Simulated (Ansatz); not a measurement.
# HOW: the cost of one run

Program: Ansatz 0.2.0, Gaussian basis. Level of theory: def2-QZVPP, core rule «outside noble gas», up to 5 orbitals frozen. These are calculated values, not measurements.

Plan: UHF; ROHF; CCSD(T) on UHF.

2 further runs of the same task are left out: 2 set aside as unsound or not needed.

## Step 1: What is computed

The geometry is a PBE0/def2-TZVP stationary point (not a proven minimum) of the parent state, kept for this charge and spin. No spin-orbit coupling is included. Elements past krypton take def2 core potentials.

3 atoms, charge 1, spin multiplicity 3.

Atoms are counted from 1 here; the program's logs count them from 0.

Bond lengths: W1–O2 1.840 Å, W1–H3 2.438 Å, O2–H3 0.969 Å. Angles: O2–W1–H3 20.7°, W1–O2–H3 117.1°, W1–H3–O2 42.2°.

## Step 2: UHF

The input, in.yaml:

```yaml
crystal:
  periodic: [false, false, false]
  atoms:
    - {symbol: W, position_ang: [0.000000, 0.005701, 0.157938]}
    - {symbol: O, position_ang: [0.000000, -0.110996, -1.677910]}
    - {symbol: H, position_ang: [0.000000, 0.722005, -2.172591]}
basis:
  gaussian: {orbitals: "def2-QZVPP.json"}
total_charge: 1
magnetization: {spin_polarized: true, initial_magnetization: 2}
hamiltonian: {xc: hf}
output: {orbitals: {seedname: orbitals}}
```

Command:

```console
$ ansatz run in.yaml --threads 1 --pin off --events-out ev --progress --plain --max-ram 4096MiB --backend cpu
```

Q: Estimate wall time and peak memory on 1 thread of AMD EPYC 7R13, shared host.

About 38 s, with a peak of 0.39 GiB.
